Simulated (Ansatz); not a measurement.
# CsLiCr2Te2S3 (P1) in Ansatz: a series of runs

The runs below take CsLiCr2Te2S3 through band structure, projected density of states, electric field gradients, with PBE.

Program: Ansatz 0.2.0. These are calculated values, not measurements. Logs are shortened: lines on timing, memory, paths and dates and some standing lists are left out, and cuts for length are marked.

### 1 The structure

The typed cell holds 9 atoms: a = 6.108 Å, b = 6.358 Å, c = 7.995 Å, α = 101.14°, β = 99.87°, γ = 111.27°.

The cell was built by a generator and needn't be a form met in nature.

### 2 Band structure, PBE, collinear spin, ferromagnetic start

Contents of input.yaml:

```yaml
crystal:
  lattice:
    - [6.10792, -0.01886, 0.00581]
    - [-2.28822, 5.93151, 0.00333]
    - [-1.38462, -2.19395, 7.5626]
  atoms:
    - { symbol: Cs, position: [0.06348, 0.10178, 0.99394] }
    - { symbol: Li, position: [0.57026, 0.58143, 0.57403] }
    - { symbol: Cr, position: [0.07801, 0.50138, 0.5799], spin: 3.0 }
    - { symbol: Cr, position: [0.43162, 0.02972, 0.53722], spin: 3.0 }
    - { symbol: Te, position: [0.54458, 0.76732, 0.28198] }
    - { symbol: Te, position: [0.01143, 0.65932, 0.29902] }
    - { symbol: S, position: [0.778, 0.37133, 0.70773] }
    - { symbol: S, position: [0.39402, 0.82508, 0.74875] }
    - { symbol: S, position: [0.19605, 0.23009, 0.48646] }
hamiltonian:
  xc: pbe
  pseudopotentials: { kind: paw }
magnetization:
  spin_polarized: true
kpoints:
  mp_grid: { grid: [5, 5, 4] }
  band_path:
    path:
      - [[-0.5, 0.0, 0.0], [0.0, 0.0, 0.0], [0.0, 0.0, 0.5]]
      - [[-0.5, 0.0, 0.5], [0.0, 0.0, 0.0], [0.0, 0.5, -0.5]]
      - [[-0.5, 0.5, -0.5], [0.0, 0.0, 0.0], [0.0, 0.5, 0.0]]
      - [[-0.5, 0.5, 0.0], [0.0, 0.0, 0.0]]
    npoints: 10
scf:
  occupations: { method: fermi_dirac, width: 0.05 }
  n_extra_bands: 22
output:
  forces: true
  stress: true
  eigenvalues: true
  fatbands: true
  write_density: true
  write_potential: true
  elf: true
  volumetric_format: npy
```

Potentials or basis: Ansatz PAW.

The run is started by

```sh
$ ansatz run input.yaml --threads 8 --pin off --max-ram 20480MiB --backend cpu --events-out ev --progress --plain --runs-dir out
```

Log:

```text
Warning: RAYON_NUM_THREADS=8 ignored (pool sized by the plan → 8); use --threads N
scf.n_extra_bands = 22 over 45 filled bands (N_el = 90.0): the run solves 67 bands
Engine: ansatz 0.2.0, aarch64-unknown-linux-gnu
Pseudopotentials: kind: paw
Pseudopotential: Cs, paw, valence charge 9, recommended cutoff 420 eV (normal), Cs.paw.azcp
Pseudopotential: Li, paw, valence charge 3, recommended cutoff 420 eV (normal), Li.paw.azcp
Pseudopotential: Cr, paw, valence charge 14, recommended cutoff 420 eV (normal), Cr.paw.azcp
Pseudopotential: Te, paw, valence charge 16, recommended cutoff 420 eV (normal), Te.paw.azcp
Pseudopotential: S, paw, valence charge 6, recommended cutoff 420 eV (normal), S.paw.azcp
Functional definition: PBE
  parameter kappa = 0.804
  parameter beta = 0.06672455060314922
  exchange = pbe_x(kappa = kappa, mu = beta*pi^2/3)
  correlation = pbe_c(beta = beta)
Crystal: 9 atoms, lattice volume = 273.782 Å³
Basis set: ecut = 420 eV, 5373 PW (Γ), exchange–correlation on 90×90×108 points (8 copies of the dense FFT grid, shifted against one another)
Bands: 67, of which v1, the nominal top of the filled ones, is band 45 counted from 1 (44 counted from 0)
Symmetry: 1 space group operations
Space group: P1 (ITA 1), of the structure as read, at distance tolerance 6.5e-5 Å
Magnetic group: BNS 1.1 (UNI 1), of the structure as read, at distance tolerance 6.5e-5 Å
k-points: 51 of 100 (time reversal used)
Non-local potential: Cs, projectors of the file, l = 0: 3, l = 1: 2, l = 2: 2, l = 3: 2
Non-local potential: Li, projectors of the file, l = 0: 3, l = 1: 2, l = 2: 1
Non-local potential: Cr, projectors of the file, l = 0: 3, l = 1: 2, l = 2: 3, l = 3: 1
Non-local potential: Te, projectors of the file, l = 0: 2, l = 1: 2, l = 2: 2, l = 3: 2
Non-local potential: S, projectors of the file, l = 0: 2, l = 1: 2, l = 2: 2
PAW form: soft (Blöchl's): semilocal exchange-correlation on the pseudo side does not see the compensation charge
PAW one-centre angular grid: Cs, 194 points (default); XC on 64 Gauss nodes
PAW one-centre angular grid: Li, 110 points (default); XC on 64 Gauss nodes
[... 49 lines left out ...]
Free energy (F): -29302.726337 eV
Harris-Foulkes:  -29302.726337 eV  (|F-HF|=9.10e-9)
Internal energy: -29302.694527 eV  (E = F + TS)
E sigma→0 (E₀):  -29302.710432 eV
Entropy (-TS):   -0.031810 eV (-3.534 meV/atom)
Fermi energy:    5.464828 eV
--- Per-component energies (eV) ---
  E_band       = -1445.850881
  E_kinetic    = 1527.563997
  E_local      = -10530.497797  (includes V_loc(G=0)·N_el)
  E_nonlocal   = -373.444724
  E_hartree    = 5093.526622
  E_xc         = -1001.055634
  E_vxc        = -962.407948  (∫ρ·V_xc dr)
  E_paw        = -18608.591468  (= ΣΔE_a)
  E_vpaw       = -1294.123525  (= ΣTr[D̂ρ^β])
  E_aug_tail   = 0.000384  (compensation charges beyond the density's cutoff)
  E_ewald      = -5410.195907
  E_smearing   = -0.031810  (= −TS)
  E_closure    = -0.000000  (closes the sum)
  Σ components = -29302.726337   (vs F -29302.726337, Δ=0.00e0)
--- Forces (eV/Å), atoms counted from 1 ---
  atom   1  Cs     0.00055445     0.00090088    -0.00117880
  atom   2  Li     0.00281890     0.01222511    -0.00835785
  atom   3  Cr    -0.01523880     0.03319405    -0.04378247
  atom   4  Cr     0.01427644    -0.05609623    -0.08974622
  atom   5  Te     0.01693275     0.08196609     0.07350538
  atom   6  Te    -0.02960310    -0.06834828     0.10776021
  atom   7  S      0.01251308     0.01418796    -0.01694935
  atom   8  S     -0.00902416     0.00042710    -0.02659056
  atom   9  S      0.00677884    -0.01845380     0.00534227
  max |Σ_I F_I| component: 8.40e-6 eV/Å
--- Stress (GPa, compression-positive) ---
        0.292823       0.031659       0.024729
        0.031660      -0.158427       0.009252
        0.024729       0.009252      -0.240486
  P = ⅓ Tr σ = -0.0354 GPa (-0.354 kbar)
--- Band table (eV; the first three rows and the last of 102) ---
  k-point 0 ↑: bands = ["-67.6028", "-67.5706", "-40.3926", "-39.0279", "-38.9850", "-38.9693", "-38.9252", "-38.9209", "-38.8954", "-31.4832", "-31.4462", "-31.4432", "-31.3424", "-31.3338", "-31.0289", "-30.9926", "-30.9661", "-30.8220", "-30.8189", "-16.4274", "-7.7674", "-7.0962", "-6.8486", "-6.1666", "-4.1563", "-3.2749", "-3.2557", "-3.2425", "0.1300", "0.5602", "1.0278", "1.1032", "1.3681", "1.6273", "2.0890", "2.1342", "2.5501", "2.5702", "2.8751", "3.2468", "3.5915", "3.6957", "3.9532", "4.2008", "4.4344", "4.6634", "4.8439", "5.2085", "6.0007", "6.2145", "6.5343", "6.8876", "8.0389", "8.1797", "9.1712", "9.8638", "9.9784", "10.4699", "10.4953", "10.9622", "11.3727", "11.4656", "11.8291", "12.1263", "12.4966", "12.5844", "12.7407"]
  k-point 1 ↑: bands = ["-67.6028", "-67.5706", "-40.3926", "-39.0279", "-38.9850", "-38.9693", "-38.9252", "-38.9209", "-38.8954", "-31.4832", "-31.4462", "-31.4432", "-31.3424", "-31.3338", "-31.0289", "-30.9926", "-30.9661", "-30.8220", "-30.8189", "-16.4274", "-7.7694", "-7.0932", "-6.8491", "-6.1704", "-4.1559", "-3.2748", "-3.2558", "-3.2375", "0.1342", "0.5724", "1.0650", "1.1289", "1.4022", "1.6335", "2.0462", "2.0824", "2.4670", "2.6282", "2.8268", "3.2632", "3.5565", "3.6917", "3.9750", "4.2011", "4.4324", "4.6327", "4.8573", "5.2121", "6.0086", "6.0749", "6.5088", "6.9301", "8.0831", "8.5958", "9.0829", "9.7331", "9.9504", "10.4213", "10.6105", "11.1215", "11.2356", "11.4924", "11.7772", "12.1344", "12.3354", "12.7272", "12.8734"]
  k-point 2 ↑: bands = ["-67.6028", "-67.5706", "-40.3926", "-39.0279", "-38.9850", "-38.9693", "-38.9252", "-38.9209", "-38.8954", "-31.4832", "-31.4462", "-31.4432", "-31.3424", "-31.3338", "-31.0289", "-30.9926", "-30.9661", "-30.8220", "-30.8189", "-16.4273", "-7.7714", "-7.0901", "-6.8496", "-6.1741", "-4.1556", "-3.2737", "-3.2555", "-3.2339", "0.1384", "0.5806", "1.0935", "1.1714", "1.4610", "1.6400", "1.9406", "2.0658", "2.4146", "2.6528", "2.7833", "3.2691", "3.5235", "3.6962", "4.0014", "4.1985", "4.4235", "4.6020", "4.8620", "5.2194", "5.9563", "6.0603", "6.4743", "6.9477", "8.0973", "8.8674", "9.4937", "9.6036", "9.8243", "10.2196", "10.7694", "10.8766", "11.1033", "11.5421", "11.7460", "12.2732", "12.4221", "12.6399", "12.8815"]
  k-point 50 ↓: bands = ["-65.0085", "-64.6017", "-40.3904", "-36.6016", "-36.4657", "-36.2138", "-36.0937", "-36.0264", "-35.9219", "-31.4994", "-31.4660", "-31.4625", "-31.3675", "-31.3609", "-31.0438", "-31.0110", "-30.9717", "-30.8334", "-30.8309", "-16.4253", "-7.6158", "-7.2151", "-6.9574", "-5.8514", "-5.1106", "-3.2720", "-3.2507", "-3.2424", "0.6716", "1.2129", "1.5874", "1.7564", "1.9792", "2.1250", "2.3761", "2.5976", "2.8461", "2.9701", "3.3129", "3.5134", "3.8342", "4.3259", "5.3880", "6.2335", "6.5029", "6.6019", "6.8998", "7.1261", "7.2867", "7.4917", "7.6088", "7.8328", "8.1469", "9.3432", "9.8687", "10.1483", "10.2256", "10.6225", "10.7676", "10.9408", "11.2769", "11.4525", "11.8151", "12.1171", "12.4829", "12.6618", "12.8963"]
```

bands.tsv:

```text
[... 96 lines left out ...]
```

Wall time 2.1 min (8 threads of Arm Neoverse V2, shared host); peak memory 2.5 GiB.

Results:

* Free energy: -29302.7263 eV
* Pressure: 0.0 GPa
* Largest force: 0.131 eV/Å
* Band gap on the k mesh: none (metal or under the smearing width)
* Net moment: 5.40 μB per cell
* Absolute moment: 6.48 μB per cell
* Site moments: Cs +0.00; Li +0.00; Cr +2.21, +2.61; Te -0.05, -0.09; S -0.04, -0.06, -0.08 μB

Forces on the atoms (eV/Å):
```
Cs   0.001  0.001 -0.001
Li   0.003  0.012 -0.008
Cr  -0.015  0.033 -0.044
Cr   0.014 -0.056 -0.090
Te   0.017  0.082  0.074
Te  -0.030 -0.068  0.108
S    0.013  0.014 -0.017
S   -0.009  0.000 -0.027
S    0.007 -0.018  0.005
```

Levels at the corners of the path, in eV from the Fermi level:
Spin up:
| point | band 46 | band 47 | band 48 | band 49 | band 50 | band 51 |
| --- | --- | --- | --- | --- | --- | --- |
| X | -0.78 | -0.47 | -0.09 | 0.12 | 0.47 | 0.56 |
| Γ | -0.80 | -0.62 | -0.26 | 0.54 | 0.75 | 1.07 |
| Y | -0.86 | -0.60 | -0.25 | 0.49 | 0.60 | 1.01 |
| L | -0.74 | -0.40 | -0.26 | 0.17 | 0.52 | 0.56 |
| Γ | -0.80 | -0.62 | -0.26 | 0.54 | 0.75 | 1.07 |
| Z | -0.59 | -0.44 | 0.11 | 0.37 | 0.50 | 0.64 |
| N | -0.67 | -0.33 | -0.06 | 0.05 | 0.40 | 0.49 |
| Γ | -0.80 | -0.62 | -0.26 | 0.54 | 0.75 | 1.07 |
| M | -0.58 | -0.44 | 0.15 | 0.34 | 0.52 | 0.74 |
| R | -0.70 | -0.34 | -0.08 | 0.06 | 0.59 | 0.66 |
| Γ | -0.80 | -0.62 | -0.26 | 0.54 | 0.75 | 1.07 |
Spin down:
```csv
point,band 38,band 39,band 40,band 41,band 42,band 43,band 44,band 45,band 46,band 47
X,-2.36,-1.95,-1.88,-1.81,-0.80,-0.65,0.79,0.97,1.07,1.35
Γ,-2.45,-2.36,-1.67,-1.53,-1.29,0.49,0.88,0.98,1.32,1.43
Y,-2.60,-2.43,-1.70,-1.48,-1.32,0.53,0.84,0.96,1.39,1.49
L,-2.55,-1.99,-1.94,-1.71,-0.82,-0.67,0.81,1.01,1.10,1.29
Γ,-2.45,-2.36,-1.67,-1.53,-1.29,0.49,0.88,0.98,1.32,1.43
Z,-2.42,-2.33,-1.83,-1.26,-1.22,0.60,0.70,0.98,1.40,1.51
N,-2.45,-2.28,-2.10,-1.49,-0.82,-0.56,0.79,1.11,1.28,1.37
Γ,-2.45,-2.36,-1.67,-1.53,-1.29,0.49,0.88,0.98,1.32,1.43
M,-2.41,-2.32,-1.86,-1.26,-1.18,0.60,0.72,0.99,1.34,1.53
R,-2.40,-2.24,-1.84,-1.46,-0.84,-0.58,0.77,1.14,1.32,1.38
Γ,-2.45,-2.36,-1.67,-1.53,-1.29,0.49,0.88,0.98,1.32,1.43
```

Caveat: spin-orbit coupling is left out, which moves the levels of the heavy elements; only a ferromagnetic start was run, and an antiferromagnetic order may lie lower in energy. With open d or f shells a metallic result of PBE can be an artefact of self-interaction; +U or a hybrid may open a gap.

### 3 Projected density of states, PBE, collinear spin, ferromagnetic start

input.yaml, as its differences from that of step 2:

```diff
@@ -22,9 +22,2 @@
   mp_grid: { grid: [5, 5, 4] }
-  band_path:
-    path:
-      - [[-0.5, 0.0, 0.0], [0.0, 0.0, 0.0], [0.0, 0.0, 0.5]]
-      - [[-0.5, 0.0, 0.5], [0.0, 0.0, 0.0], [0.0, 0.5, -0.5]]
-      - [[-0.5, 0.5, -0.5], [0.0, 0.0, 0.0], [0.0, 0.5, 0.0]]
-      - [[-0.5, 0.5, 0.0], [0.0, 0.0, 0.0]]
-    npoints: 10
 scf:
@@ -36,6 +29,2 @@
   eigenvalues: true
-  fatbands: true
-  write_density: true
-  write_potential: true
-  elf: true
-  volumetric_format: npy
+  dos: { projected: true, de: 0.05, nscf_kmesh: { grid: [8, 8, 6] } }
```

Potentials or basis: Ansatz PAW.

The run is started by

```sh
$ ansatz run input.yaml --threads 8 --pin off --max-ram 20480MiB --backend cpu --events-out ev --progress --plain --runs-dir out
```

Log:

```text
Warning: RAYON_NUM_THREADS=8 ignored (pool sized by the plan → 8); use --threads N
scf.n_extra_bands = 22 over 45 filled bands (N_el = 90.0): the run solves 67 bands
[... 115 lines left out ...]
  k-point 1 ↑: bands = ["-67.6028", "-67.5706", "-40.3926", "-39.0279", "-38.9850", "-38.9693", "-38.9252", "-38.9209", "-38.8954", "-31.4832", "-31.4462", "-31.4432", "-31.3424", "-31.3338", "-31.0289", "-30.9926", "-30.9661", "-30.8220", "-30.8189", "-16.4274", "-7.7694", "-7.0932", "-6.8491", "-6.1704", "-4.1559", "-3.2748", "-3.2558", "-3.2375", "0.1342", "0.5724", "1.0650", "1.1289", "1.4022", "1.6335", "2.0462", "2.0824", "2.4670", "2.6282", "2.8268", "3.2632", "3.5565", "3.6917", "3.9750", "4.2011", "4.4324", "4.6327", "4.8573", "5.2121", "6.0086", "6.0749", "6.5088", "6.9301", "8.0831", "8.5958", "9.0829", "9.7331", "9.9504", "10.4213", "10.6105", "11.1215", "11.2356", "11.4924", "11.7772", "12.1344", "12.3354", "12.7272", "12.8734"]
  k-point 2 ↑: bands = ["-67.6028", "-67.5706", "-40.3926", "-39.0279", "-38.9850", "-38.9693", "-38.9252", "-38.9209", "-38.8954", "-31.4832", "-31.4462", "-31.4432", "-31.3424", "-31.3338", "-31.0289", "-30.9926", "-30.9661", "-30.8220", "-30.8189", "-16.4273", "-7.7714", "-7.0901", "-6.8496", "-6.1741", "-4.1556", "-3.2737", "-3.2555", "-3.2339", "0.1384", "0.5806", "1.0935", "1.1714", "1.4610", "1.6400", "1.9406", "2.0658", "2.4146", "2.6528", "2.7833", "3.2691", "3.5235", "3.6962", "4.0014", "4.1985", "4.4235", "4.6020", "4.8620", "5.2194", "5.9563", "6.0603", "6.4743", "6.9477", "8.0973", "8.8674", "9.4937", "9.6036", "9.8243", "10.2196", "10.7694", "10.8766", "11.1033", "11.5421", "11.7460", "12.2732", "12.4221", "12.6399", "12.8815"]
  k-point 50 ↓: bands = ["-65.0085", "-64.6017", "-40.3904", "-36.6016", "-36.4657", "-36.2138", "-36.0937", "-36.0264", "-35.9219", "-31.4994", "-31.4660", "-31.4625", "-31.3675", "-31.3609", "-31.0438", "-31.0110", "-30.9717", "-30.8334", "-30.8309", "-16.4253", "-7.6158", "-7.2151", "-6.9574", "-5.8514", "-5.1106", "-3.2720", "-3.2507", "-3.2424", "0.6716", "1.2129", "1.5874", "1.7564", "1.9792", "2.1250", "2.3761", "2.5976", "2.8461", "2.9701", "3.3129", "3.5134", "3.8342", "4.3259", "5.3880", "6.2335", "6.5029", "6.6019", "6.8998", "7.1261", "7.2867", "7.4917", "7.6088", "7.8328", "8.1469", "9.3432", "9.8687", "10.1483", "10.2256", "10.6225", "10.7676", "10.9408", "11.2769", "11.4525", "11.8151", "12.1171", "12.4829", "12.6618", "12.8963"]
```

It took 3.2 min on 8 threads of Arm Neoverse V2, shared host; peak memory 3.6 GiB.

Results:

| Item | Value |
| --- | --- |
| Free energy | -29302.7263 eV |
| Pressure | 0.0 GPa |
| Largest force | 0.131 eV/Å |
| Band gap on the k mesh | none (metal or under the smearing width) |
| Net moment | 5.40 μB per cell |
| Absolute moment | 6.48 μB per cell |
| Site moments | Cs +0.00; Li +0.00; Cr +2.21, +2.61; Te -0.05, -0.09; S -0.04, -0.06, -0.08 μB |
| Density of states at the Fermi level | 2.08 states/eV per cell |

Forces on the atoms (eV/Å):
```
Cs   0.001  0.001 -0.001
Li   0.003  0.012 -0.008
Cr  -0.015  0.033 -0.044
Cr   0.014 -0.056 -0.090
Te   0.017  0.082  0.074
Te  -0.030 -0.068  0.108
S    0.013  0.014 -0.017
S   -0.009  0.000 -0.027
S    0.007 -0.018  0.005
```

Stress tensor (GPa, compression positive):
```
 0.29  0.03  0.02
 0.03 -0.16  0.01
 0.02  0.01 -0.24
```

States per cell in windows of 0.5 eV (zero at the Fermi level; states under -8 eV left out):
| from (eV) | up | down | Cr 3d up | Cr 3d down | S 3p down | S 3p up | Te 5p down | Te 5p up |
| --- | --- | --- | --- | --- | --- | --- | --- | --- |
| -8.0 | 0.00 | 0.00 | 0.00 | 0.00 | 0.00 | 0.00 | 0.00 | 0.00 |
| -7.5 | 0.00 | 0.00 | 0.00 | 0.00 | 0.00 | 0.00 | 0.00 | 0.00 |
| -7.0 | 0.00 | 0.00 | 0.00 | 0.00 | 0.00 | 0.00 | 0.00 | 0.00 |
| -6.5 | 0.00 | 0.00 | 0.00 | 0.00 | 0.00 | 0.00 | 0.00 | 0.00 |
| -6.0 | 0.00 | 0.00 | 0.00 | 0.00 | 0.00 | 0.00 | 0.00 | 0.00 |
| -5.5 | 0.93 | 0.01 | 0.12 | 0.00 | 0.00 | 0.56 | 0.00 | 0.11 |
| -5.0 | 1.07 | 1.19 | 0.22 | 0.08 | 0.66 | 0.50 | 0.30 | 0.25 |
| -4.5 | 2.25 | 1.24 | 0.63 | 0.12 | 0.71 | 1.16 | 0.30 | 0.32 |
| -4.0 | 2.83 | 2.48 | 0.89 | 0.31 | 1.54 | 1.44 | 0.47 | 0.37 |
| -3.5 | 1.74 | 2.44 | 0.55 | 0.46 | 1.58 | 0.78 | 0.30 | 0.33 |
| -3.0 | 2.07 | 2.01 | 0.58 | 0.29 | 1.22 | 0.86 | 0.41 | 0.52 |
| -2.5 | 1.29 | 1.68 | 0.49 | 0.23 | 0.84 | 0.22 | 0.54 | 0.51 |
| -2.0 | 1.82 | 1.55 | 0.84 | 0.20 | 0.37 | 0.32 | 0.91 | 0.57 |
| -1.5 | 2.48 | 1.32 | 1.55 | 0.14 | 0.24 | 0.34 | 0.88 | 0.47 |
| -1.0 | 1.70 | 0.13 | 0.91 | 0.01 | 0.01 | 0.32 | 0.10 | 0.38 |
| -0.5 | 1.62 | 0.18 | 0.79 | 0.03 | 0.01 | 0.41 | 0.13 | 0.32 |
| 0.0 | 1.40 | 0.28 | 0.62 | 0.11 | 0.01 | 0.37 | 0.14 | 0.31 |
| 0.5 | 2.04 | 1.83 | 0.89 | 1.42 | 0.08 | 0.68 | 0.17 | 0.33 |
| 1.0 | 0.91 | 2.61 | 0.35 | 1.97 | 0.21 | 0.27 | 0.22 | 0.21 |
| 1.5 | 0.37 | 2.26 | 0.10 | 1.58 | 0.28 | 0.07 | 0.21 | 0.16 |
| 2.0 | 0.40 | 2.43 | 0.04 | 1.64 | 0.37 | 0.02 | 0.21 | 0.28 |
| 2.5 | 0.09 | 1.32 | 0.01 | 0.67 | 0.22 | 0.00 | 0.23 | 0.05 |
| 3.0 | 0.24 | 0.16 | 0.00 | 0.03 | 0.02 | 0.01 | 0.03 | 0.01 |
| 3.5 | 1.28 | 0.77 | 0.01 | 0.04 | 0.04 | 0.05 | 0.03 | 0.04 |
| 4.0 | 1.55 | 1.52 | 0.01 | 0.07 | 0.05 | 0.04 | 0.04 | 0.03 |
| 4.5 | 1.92 | 1.91 | 0.01 | 0.06 | 0.04 | 0.04 | 0.03 | 0.04 |
| 5.0 | 2.00 | 2.12 | 0.01 | 0.04 | 0.03 | 0.04 | 0.03 | 0.04 |
| 5.5 | 1.96 | 1.69 | 0.01 | 0.03 | 0.03 | 0.04 | 0.03 | 0.04 |
| 6.0 | 1.73 | 1.85 | 0.01 | 0.03 | 0.03 | 0.03 | 0.03 | 0.03 |
| 6.5 | 1.96 | 1.79 | 0.01 | 0.02 | 0.03 | 0.04 | 0.02 | 0.03 |
| 7.0 | 1.36 | 1.99 | 0.01 | 0.02 | 0.03 | 0.03 | 0.02 | 0.02 |
| 7.5 | 0.00 | 0.25 | 0.00 | 0.00 | 0.00 | 0.00 | 0.00 | 0.00 |

Caveat: only a ferromagnetic start was run, and an antiferromagnetic order may lie lower in energy; the density of states is complete only up to the lowest level of the last band computed. With open d or f shells a metallic result of PBE can be an artefact of self-interaction; +U or a hybrid may open a gap.

(Part 1 of 2 ends here.)
